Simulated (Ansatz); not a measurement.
# C2H8B2FN: small, medium and large basis sets

Aim: see how fast density functionals converge with the basis set for C2H8B2FN.

Computed with Ansatz 0.2.0, Gaussian basis. Level: one geometry, several basis sets.

Plan: PBE0-D4/def2-SVP; ωB97M-V/def2-SVP; PBE0-D4/def2-QZVPP; ωB97M-V/def2-QZVPP; the functionals' def2-TZVPP values are taken from earlier runs.

## 1. The relaxed structure

The geometry comes from an earlier relaxation with PBE0-D4 in a triple-zeta def2 set; it is a stationary point, not always the lowest conformer.

SMILES `BN(C)B(C)F`, 14 atoms, charge 0, spin multiplicity 1.

Atoms are counted from 1 here; the program's logs count them from 0.

Bond lengths: B1–N2 1.408 Å, B1–H7 1.197 Å, B1–H8 1.192 Å, N2–C3 1.465 Å, N2–B4 1.439 Å, C3–H9 1.092 Å, C3–H10 1.089 Å, C3–H11 1.092 Å, B4–C5 1.560 Å, B4–F6 1.342 Å, C5–H12 1.095 Å, C5–H13 1.087 Å, C5–H14 1.095 Å. Angles: N2–B1–H7 119.0°, N2–B1–H8 120.2°, H7–B1–H8 120.8°, B1–N2–C3 119.9°, B1–N2–B4 123.3°, C3–N2–B4 116.8°, N2–C3–H9 111.0°, N2–C3–H10 109.4°, N2–C3–H11 111.0°, H9–C3–H10 108.9°, H9–C3–H11 107.6°, H10–C3–H11 108.9°, N2–B4–C5 127.9°, N2–B4–F6 115.2°, C5–B4–F6 116.9°, B4–C5–H12 109.1°, B4–C5–H13 115.1°, B4–C5–H14 109.2° and more.

As a file:

```
B    -0.6506    0.1708    1.5028
N    -0.1090    0.5187    0.2505
C     0.0420    1.9301   -0.1130
B     0.3158   -0.4520   -0.7235
C     0.2719   -2.0067   -0.6083
F     0.8049    0.0581   -1.8642
H    -0.9811    1.0426    2.2543
H    -0.7763   -0.9757    1.8051
H    -0.5303    2.1652   -1.0122
H    -0.3139    2.5540    0.7049
H     1.0874    2.1719   -0.3134
H    -0.3403   -2.4093   -1.4223
H    -0.1115   -2.3888    0.3345
H     1.2783   -2.4081   -0.7665
```

## 2. PBE0-D4 in def2-SVP

Contents of in.yaml:

```yaml
crystal:
  periodic: [false, false, false]
  atoms:
    - {symbol: B, position_ang: [-0.650629, 0.170835, 1.502806]}
    - {symbol: N, position_ang: [-0.109046, 0.518668, 0.250490]}
    - {symbol: C, position_ang: [0.042037, 1.930083, -0.112977]}
    - {symbol: B, position_ang: [0.315754, -0.452021, -0.723469]}
    - {symbol: C, position_ang: [0.271891, -2.006705, -0.608258]}
    - {symbol: F, position_ang: [0.804862, 0.058109, -1.864245]}
    - {symbol: H, position_ang: [-0.981089, 1.042574, 2.254316]}
    - {symbol: H, position_ang: [-0.776269, -0.975745, 1.805095]}
    - {symbol: H, position_ang: [-0.530304, 2.165153, -1.012231]}
    - {symbol: H, position_ang: [-0.313917, 2.554004, 0.704908]}
    - {symbol: H, position_ang: [1.087415, 2.171876, -0.313428]}
    - {symbol: H, position_ang: [-0.340345, -2.409250, -1.422322]}
    - {symbol: H, position_ang: [-0.111537, -2.388823, 0.334482]}
    - {symbol: H, position_ang: [1.278275, -2.408055, -0.766467]}
basis:
  gaussian: {orbitals: def2-SVP}
hamiltonian: {xc: pbe0, dispersion: d4}
output: {orbitals: {seedname: orbitals}}
```

After this run come: ωB97M-V in def2-SVP; PBE0-D4 in def2-QZVPP; ωB97M-V in def2-QZVPP.

Before running them: what should the planned runs give, taken together? Wanted: PBE0-D4: double and triple zeta above quadruple; ωB97M-V: double and triple zeta above quadruple.

**Answer**, as computed:

| quantity | value |
| --- | --- |
| PBE0-D4: double and triple zeta above quadruple | 9.22, 0.44 eV |
| ωB97M-V: double and triple zeta above quadruple | 9.57, 0.41 eV |

PBE0-D4 gains 8.78 eV from double to triple zeta, then 0.44 eV more. Total energies overstate the basis error of differences, where much of it tends to cancel.
